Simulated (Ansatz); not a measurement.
# Te2Pb3Se: the cost of one run

Computed with Ansatz 0.2.0 (DFT PBE, scalar-relativistic, plane waves, PAW, unless a step's input says otherwise).

1 further run of the same task is left out (set aside as unsound or not needed). Runs told in other sessions of the task aren't counted.

## Step 1: The starting structure

Symmetry: Pmmn, No. 59, orthorhombic system. The conventional cell has a = 4.554 Å, b = 13.672 Å, c = 6.521 Å, α = 90.00°, β = 90.00°, γ = 90.00°. Te (site symmetry m) is surrounded by 6 Pb at 3.26 to 3.27 Å. Pb (site symmetry m) is surrounded by 2 Se at 3.13 Å and 4 Te at 3.26 to 3.27 Å. Pb (site symmetry mm2) has 1 Se at 2.99 Å and 4 Te at 3.27 Å in its first shell of neighbours. Se (site symmetry mm2) has 5 Pb at 2.99 to 3.13 Å in its first shell of neighbours.

As a file:

```cif
data_structure
_symmetry_space_group_name_H-M 'Pmmn:1'
_symmetry_Int_Tables_number 59
_cell_length_a 4.5538
_cell_length_b 13.6718
_cell_length_c 6.5206
_cell_angle_alpha 90.000
_cell_angle_beta 90.000
_cell_angle_gamma 90.000
_cell_volume 405.96
loop_
_atom_site_label
_atom_site_type_symbol
_atom_site_symmetry_multiplicity
_atom_site_Wyckoff_symbol
_atom_site_fract_x
_atom_site_fract_y
_atom_site_fract_z
_atom_site_occupancy
Te1 Te 4 e 0.00000 0.17102 0.25088 1
Pb1 Pb 4 e 0.00000 0.15711 0.75128 1
Pb2 Pb 2 b 0.00000 0.50000 0.77854 1
Se1 Se 2 b 0.00000 0.50000 0.23663 1
```

The cell was relaxed beforehand at this level, from a generated guess; it needn't be the stable form of this composition. At a tolerance of 0.02 Å it has space group Pmmn (No. 59); it has 33.83 Å³/atom, an uncorrected energy of -0.45 eV/atom over the elements.

## Step 2: Electronic structure at the relaxed geometry

The input, input.yaml:

```yaml
crystal:
  lattice:
    - [13.6717595708, 0.0, 0.0]
    - [0.0, 6.5205971496, 0.0]
    - [0.0, 0.0, 4.5538141738]
  atoms:
    - { symbol: Te, position: [0.8289841276, 0.2508750669, 0.7502446827] }
    - { symbol: Te, position: [0.1710158724, 0.2508750669, 0.7502446827] }
    - { symbol: Te, position: [0.6710158724, 0.7491249331, 0.2502446827] }
    - { symbol: Te, position: [0.3289841276, 0.7491249331, 0.2502446827] }
    - { symbol: Pb, position: [0.8428876557, 0.7512849832, 0.7499418183] }
    - { symbol: Pb, position: [0.5, 0.7785396118, 0.7500338936] }
    - { symbol: Pb, position: [0.1571123443, 0.7512849832, 0.7499418183] }
    - { symbol: Pb, position: [0.0, 0.2214603882, 0.2500338936] }
    - { symbol: Pb, position: [0.6571123443, 0.2487150168, 0.2499418183] }
    - { symbol: Pb, position: [0.3428876557, 0.2487150168, 0.2499418183] }
    - { symbol: Se, position: [0.5, 0.2366301402, 0.7502558721] }
    - { symbol: Se, position: [0.0, 0.7633698598, 0.2502558721] }
basis:
  ecutwfc: 420
kpoints:
  mp_grid: { grid: [2, 4, 6] }
  band_path:
    path:
      - [[0.0, 0.0, 0.0], [0.5, 0.0, 0.0], [0.5, 0.5, 0.0], [0.0, 0.5, 0.0], [0.0, 0.0, 0.0], [0.0, 0.0, 0.5], [0.5, 0.0, 0.5], [0.5, 0.5, 0.5], [0.0, 0.5, 0.5], [0.0, 0.0, 0.5]]
      - [[0.5, 0.0, 0.0], [0.5, 0.0, 0.5]]
      - [[0.0, 0.5, 0.0], [0.0, 0.5, 0.5]]
      - [[0.5, 0.5, 0.0], [0.5, 0.5, 0.5]]
    npoints: 10
hamiltonian:
  xc: pbe
scf:
  occupations: { method: gaussian, width: 0.02 }
  n_extra_bands: 30
output:
  forces: true
  stress: true
  eigenvalues: true
  populations: true
  dos: { projected: true, de: 0.02, nscf_kmesh: { grid: [3, 6, 9] } }
  bader: false
  write_density: true
  write_potential: true
  elf: true
  volumetric_format: npy
```

Command:

```console
$ ansatz run input.yaml --threads 4 --pin off --max-ram 8192MiB --backend cpu --events-out ev --progress --plain --runs-dir out
```

What time and memory should one allow on 4 threads of Arm Neoverse V1, shared host?

About 5.6 min, with a peak of 3.6 GiB.
